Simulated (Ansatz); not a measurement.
# Ge: the cost of one run

Program: Ansatz 0.2.0. Level of theory: DFT r2SCAN, scalar-relativistic, plane waves, PAW. These are calculated values, not measurements.

1 further run of the same task is left out (set aside as unsound or not needed).

## Step 1: The system as given

The structure is hexagonal, space group P6_3/mmc (No. 194). Conventional cell: a = 3.996 Å, b = 3.996 Å, c = 6.603 Å, α = 90.00°, β = 90.00°, γ = 120.00°. Around Ge (site symmetry 3m) lie 4 Ge at 2.45 to 2.47 Å.

Coordinates:

```cif
data_structure
_symmetry_space_group_name_H-M 'P 1'
_symmetry_Int_Tables_number 1
_cell_length_a 3.9956
_cell_length_b 3.9956
_cell_length_c 6.6027
_cell_angle_alpha 90.000
_cell_angle_beta 90.000
_cell_angle_gamma 120.000
_cell_volume 91.29
loop_
_atom_site_label
_atom_site_type_symbol
_atom_site_fract_x
_atom_site_fract_y
_atom_site_fract_z
_atom_site_occupancy
Ge1 Ge 0.66667 0.33333 0.06298 1
Ge2 Ge 0.33333 0.66667 0.56298 1
Ge3 Ge 0.66667 0.33333 0.43702 1
Ge4 Ge 0.33333 0.66667 0.93702 1
```

It goes back to an entry of the Materials Project, which need not be the stable form.

This cell was relaxed beforehand with the same method: volume 22.82 Å³/atom, gap on the mesh 0.10 eV.

## Step 2: Zero of the scan

The input, input.yaml:

```yaml
crystal:
  lattice:
    - [3.9956487014, 0.0, 0.0]
    - [-1.9978243507, 3.46033328, 0.0]
    - [0.0, 0.0, 6.6027109586]
  atoms:
    - { symbol: Ge, position: [0.6666666667, 0.3333333333, 0.0629814339] }
    - { symbol: Ge, position: [0.3333333333, 0.6666666667, 0.5629814339] }
    - { symbol: Ge, position: [0.6666666667, 0.3333333333, 0.4370185661] }
    - { symbol: Ge, position: [0.3333333333, 0.6666666667, 0.9370185661] }
basis:
  ecutwfc: 500
kpoints:
  mp_grid: { grid: [12, 12, 6] }
hamiltonian:
  xc: r2scan
scf:
  occupations: { method: gaussian, width: 0.03 }
output:
  forces: true
  stress: true
  eigenvalues: true
```

Launch:

```console
$ ansatz run input.yaml --threads 2 --pin off --max-ram 5120MiB --backend cpu --events-out ev --progress --plain --runs-dir out
```

What time and memory should one allow on 2 threads of Oxide Virtual Turin-like (Zen 5), shared host?

About 8.2 s, with a peak of 0.72 GiB.
